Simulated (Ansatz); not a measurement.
# C2H9BSSi2: the cost of one run

Method: RKS PBE/STO-3G, in Ansatz 0.2.0.

### Step 1. The system as given

Bond lengths (14 of 15 bonds, heavy atoms first): C1–B2 1.571 Å, B2–C3 1.596 Å, C3–S4 1.891 Å, C3–Si5 1.834 Å, S4–Si5 2.239 Å, Si5–Si6 2.251 Å, C1–H7 1.058 Å, C1–H8 1.119 Å, C1–H9 1.104 Å, B2–H10 1.197 Å, C3–H11 1.101 Å, Si5–H12 1.455 Å, Si6–H13 1.494 Å, Si6–H14 1.449 Å. Angles (14 of 28 angles, heavy atoms first): C1–B2–C3 121.3°, B2–C3–S4 110.2°, B2–C3–Si5 112.5°, S4–C3–Si5 73.9°, C3–S4–Si5 51.9°, C3–Si5–S4 54.2°, C3–Si5–Si6 113.2°, S4–Si5–Si6 110.2°, C1–B2–H10 118.0°, C3–B2–H10 120.7°, B2–C1–H7 112.6°, B2–C1–H8 106.7°, B2–C1–H9 107.5°, B2–C3–H11 119.3°.

Structure file:

```xyz
15

C    -0.6796   -2.5771   -0.1064
B     0.2699   -1.6840    0.7704
C     0.0245   -0.1146    0.9214
S     1.5299    0.7073    1.7183
Si    0.8394    0.8536   -0.4065
Si   -0.1330    2.8503   -0.7721
H    -0.3990   -3.5973   -0.0984
H    -1.7184   -2.4182    0.2789
H    -0.7008   -2.1423   -1.1208
H     1.1663   -2.2216    1.3528
H    -0.9392    0.2450    1.3139
H     1.8296    0.2295   -1.2705
H    -1.1410    3.1454    0.2910
H     0.8691    3.8971   -0.7867
H    -0.8396    2.7762   -2.0561
```

### Step 2. Relaxing end A

Contents of input.yaml:

```yaml
crystal:
  periodic: [false, false, false]
  atoms:
    - { symbol: C, position_ang: [-0.6796, -2.5771, -0.1064] }
    - { symbol: B, position_ang: [0.2699, -1.684, 0.7704] }
    - { symbol: C, position_ang: [0.0245, -0.1146, 0.9214] }
    - { symbol: S, position_ang: [1.5299, 0.7073, 1.7183] }
    - { symbol: Si, position_ang: [0.8394, 0.8536, -0.4065] }
    - { symbol: Si, position_ang: [-0.133, 2.8503, -0.7721] }
    - { symbol: H, position_ang: [-0.399, -3.5973, -0.0984] }
    - { symbol: H, position_ang: [-1.7184, -2.4182, 0.2789] }
    - { symbol: H, position_ang: [-0.7008, -2.1423, -1.1208] }
    - { symbol: H, position_ang: [1.1663, -2.2216, 1.3528] }
    - { symbol: H, position_ang: [-0.9392, 0.245, 1.3139] }
    - { symbol: H, position_ang: [1.8296, 0.2295, -1.2705] }
    - { symbol: H, position_ang: [-1.141, 3.1454, 0.291] }
    - { symbol: H, position_ang: [0.8691, 3.8971, -0.7867] }
    - { symbol: H, position_ang: [-0.8396, 2.7762, -2.0561] }
basis:
  gaussian: { orbitals: STO-3G }
hamiltonian:
  xc: pbe
relax:
  f_tol: 0.02
  max_steps: 50
output:
  orbitals: {}
```

Command:

```bash
> ansatz run input.yaml --threads 1 --pin off --max-ram 2048MiB --backend cpu --events-out ev --progress --plain --runs-dir out
```

**Question.** How long does this run take on 1 thread of Arm Neoverse V1, shared host, and how much memory does it need?

About 90 s, with a peak of 0.16 GiB.
